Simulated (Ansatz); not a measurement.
## Li3Ag, space group Fm-3m: relaxations under a series of pressures, step by step

Program: Ansatz 0.2.0, Python API.

The script reads `li3ag.cif`:
```cif
data_Li3Ag
_cell_length_a 4.528241
_cell_length_b 4.528241
_cell_length_c 4.528241
_cell_angle_alpha 60.00000
_cell_angle_beta 60.00000
_cell_angle_gamma 60.00000
_symmetry_space_group_name_H-M 'P 1'
_symmetry_Int_Tables_number 1
loop_
_symmetry_equiv_pos_as_xyz
'x, y, z'
loop_
_atom_site_label
_atom_site_type_symbol
_atom_site_fract_x
_atom_site_fract_y
_atom_site_fract_z
Li1 Li    0.250000    0.250000    0.250000
Li2 Li    0.750000    0.750000    0.750000
Li3 Li    0.500000    0.500000    0.500000
Ag4 Ag    0.000000    0.000000    0.000000
```

Run as a notebook:

In [1]:
```python
import ansatz as az
from ase.io import read
import numpy as np

XC = "pbesol"
KSPACING = 0.32
SMEARING_WIDTH = 0.15
```

In [2]:
```python
def edges_and_angles(cell):
    cell = np.asarray(cell)
    a, b, c = np.linalg.norm(cell, axis=1)
    cosines = cell[1] @ cell[2] / (b * c), cell[0] @ cell[2] / (a * c), cell[0] @ cell[1] / (a * b)
    return (a, b, c, *np.degrees(np.arccos(cosines)))
```

In [3]:
```python
atoms = read("li3ag.cif")
structure = az.Crystal.from_ase(atoms)
```

In [4]:
```python
structure.resolved().tree()["lattice"]
```
Out [4]:
```text
((4.528241, 0.0, 0.0), (2.2641205000000006, 3.9215717404582504, 0.0),
 (2.2641205000000006, 1.3071905801527504, 3.6972932941167467))
```

In [5]:
```python
setup = (
    structure.calculation()
    .functional(XC)
    .kpoints(spacing=KSPACING)
    .occupations(az.OccupationsMethod.COLD, width=SMEARING_WIDTH)
)

rows = []
for pressure in [0, 5, 10, 20]:
    res = setup.relax(cell=True, pressure=pressure).run()
    cell = res.lattice.cell_ang
    n_atoms = len(res.lattice.sites)
    volume = abs(np.linalg.det(cell)) / n_atoms
    enthalpy = res.report["free_energy_ev"] / n_atoms + pressure * volume / 160.21766
    rows.append((pressure, volume, enthalpy, *edges_and_angles(cell)))
    print(f"{pressure} GPa done: {volume:.4f} A^3/atom")
```
```text
DeckWarning: basis.ecutwfc = 420 eV, auto-derived from the records' recommended cutoffs: set by Li (normal level)
0 GPa done: 16.2231 A^3/atom
5 GPa done: 14.1477 A^3/atom
10 GPa done: 12.9213 A^3/atom
20 GPa done: 11.4026 A^3/atom
```

In [6]:
```python
print(" P (GPa)  V (A^3/atom)  H (eV/atom)     a       b       c")
for row in rows:
    print("{:8.1f} {:12.4f} {:14.5f} {:7.4f} {:7.4f} {:7.4f}".format(*row[:6]))
p, v = np.array([row[0] for row in rows], float), np.array([row[1] for row in rows])
print("mean bulk modulus between rows (GPa):", np.round(-np.diff(p) / np.diff(np.log(v)), 1))
```
```text
 P (GPa)  V (A^3/atom)  H (eV/atom)     a       b       c
     0.0      16.2231    -2032.93469  4.5106  4.5106  4.5106
     5.0      14.1477    -2032.46412  4.3094  4.3094  4.3094
    10.0      12.9213    -2032.04304  4.1811  4.1811  4.1811
    20.0      11.4026    -2031.28829  4.0104  4.0104  4.0104
mean bulk modulus between rows (GPa): [36.5 55.1 80. ]
```

The volume falls from 16.22 Å³ an atom at 0 GPa to 11.40 at 20 GPa, by 29.7 %. Between 0 and 5 GPa, -V dP/dV is about 37 GPa, a mean over that step.

What to keep in mind:
- Absolute energies stand on the zero of these potentials, so only differences at equal settings mean something.
- At a fixed pressure a relaxation lowers the enthalpy F + PV, while F alone can rise.
- For a metal this k-point mesh is coarse: on a finer one energies can move by several to tens of meV an atom and pressures by half a GPa or more, differences at one mesh by less.
- This cell is a computed structure, which may not be the phase found in nature.
- Warnings are shown shortened and without file and line.
- Symmetry holds the cell in this phase, whether or not it is the stable one at each pressure.
- The whole script took 22 s on 1 thread of Arm Neoverse V1, with other jobs on the host, peak memory 0.46 GiB.
